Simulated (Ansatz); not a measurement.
# Mg3BiSb: gaps at several levels of theory

The task here is to estimate one member of a computed series from the others.

Computed with Ansatz 0.2.0 (DFT PBEsol, scalar-relativistic, plane waves, PAW, unless a step's input says otherwise).

That is the level of the relaxation; later steps name their own.

### The structure to begin with

It takes space group Cm (No. 8, monoclinic). Conventional cell: a = 8.005 Å, b = 13.866 Å, c = 7.307 Å, α = 90.00°, β = 90.00°, γ = 90.00°. Mg (site symmetry 1) has 2 Bi at 2.84 to 2.89 Å and 2 Sb at 2.84 Å as nearest neighbours. Around Mg (site symmetry m) lie 3 Sb at 2.84 to 2.89 Å and 1 Bi at 2.84 Å. Mg (site symmetry m) has 3 Bi at 2.84 to 2.89 Å and 1 Sb at 2.84 Å as nearest neighbours. Around Mg (site symmetry 1) lie 2 Bi at 2.84 Å and 2 Sb at 2.84 to 2.89 Å. Around Mg (site symmetry 1) lie 3 Bi at 3.17 Å and 3 Sb at 3.17 Å. Around Mg (site symmetry m) lie 3 Sb at 3.17 Å and 3 Bi at 3.17 Å. Bi (site symmetry 1) has 7 Mg at 2.84 to 3.17 Å as nearest neighbours. Sb (site symmetry m) has 7 Mg at 2.84 to 3.17 Å as nearest neighbours. Only part of the 10 independent sites is listed.

As a file:

```
Mg Bi Sb
1.0
     0.00000    0.00000    7.30701
     6.93278    4.00264    0.00000
    -6.93278    4.00264    0.00000
Mg Bi Sb
9 3 3
Cartesian
  0.0000 2.6684 4.6034
  4.6219 2.6684 4.6034
  -4.6219 2.6684 4.6034
  -4.6219 5.3369 2.7036
  0.0000 5.3369 2.7036
  -2.3109 1.3342 2.7036
  0.0000 0.0000 0.0000
  -2.3109 4.0026 0.0000
  2.3109 4.0026 0.0000
  0.0000 2.6684 1.7171
  4.6219 2.6684 1.7171
  -4.6219 5.3369 5.5899
  -4.6219 2.6684 1.7171
  0.0000 5.3369 5.5899
  -2.3109 1.3342 5.5899
```

The first run:

(A quick probe on a coarse mesh, which set the mesh and smearing, is not shown.)

File input.yaml:

```yaml
crystal:
  lattice:
    - [0.0, 0.0, 7.30700741]
    - [6.9327805, 4.00264269, 0.0]
    - [-6.9327805, 4.00264269, 0.0]
  atoms:
    - { symbol: Mg, position: [0.63, 0.33333333, 0.33333333] }
    - { symbol: Mg, position: [0.63, 0.66666667, 0.0] }
    - { symbol: Mg, position: [0.63, 0.0, 0.66666667] }
    - { symbol: Mg, position: [0.37, 0.33333333, 1.0] }
    - { symbol: Mg, position: [0.37, 0.66666667, 0.66666667] }
    - { symbol: Mg, position: [0.37, 0.0, 0.33333333] }
    - { symbol: Mg, position: [0.0, 0.0, 0.0] }
    - { symbol: Mg, position: [0.0, 0.33333333, 0.66666667] }
    - { symbol: Mg, position: [0.0, 0.66666667, 0.33333333] }
    - { symbol: Bi, position: [0.235, 0.33333333, 0.33333333] }
    - { symbol: Bi, position: [0.235, 0.66666667, 0.0] }
    - { symbol: Sb, position: [0.235, 0.0, 0.66666667] }
    - { symbol: Bi, position: [0.765, 0.33333333, 1.0] }
    - { symbol: Sb, position: [0.765, 0.66666667, 0.66666667] }
    - { symbol: Sb, position: [0.765, 0.0, 0.33333333] }
basis:
  ecutwfc: 420
kpoints:
  mp_grid: { grid: [4, 3, 3] }
hamiltonian:
  xc: pbesol
scf:
  occupations: { method: gaussian, width: 0.1 }
output:
  forces: true
  stress: true
  eigenvalues: true
relax:
  adjacent_minimum: "off"
  f_tol: 0.05
  max_steps: 80
  cell: { stress_tol: 0.5 }
```

Started as:

```sh
$ ansatz run input.yaml --threads 4 --pin off --max-ram 10240MiB --backend cpu --events-out ev --progress --plain --runs-dir out
```

Among the steps run: Rough relaxation on the coarse mesh; Full relaxation; Band edges over the whole zone; The run at PBEsol; Levels with PBEsol on the hybrid's mesh; Levels with HSE06; Levels with PBEsol, spin-orbit coupling; The run at r2SCAN.

One of the session's tables, all rows but one given; the rest of the session is left out.

```
                      level  gap (eV)  least direct gap (eV)
                     PBEsol      0.00                   0.21
PBEsol on the hybrid's mesh      0.00                   0.21
                      HSE06      0.39                   0.60
PBEsol, spin-orbit coupling      0.00                   0.00
                     r2SCAN         ?                      ?
```

Q: Estimate the row for r2SCAN from the others.

As computed: gap (eV): 0.40; least direct gap (eV): 0.53. In the column «gap (eV)» it is the highest.

Gaps are by band count over the mesh and the named points; a gap of 0 means that the bands overlap or touch.

To keep in mind: Warnings in the runs' records: band edges overlap.
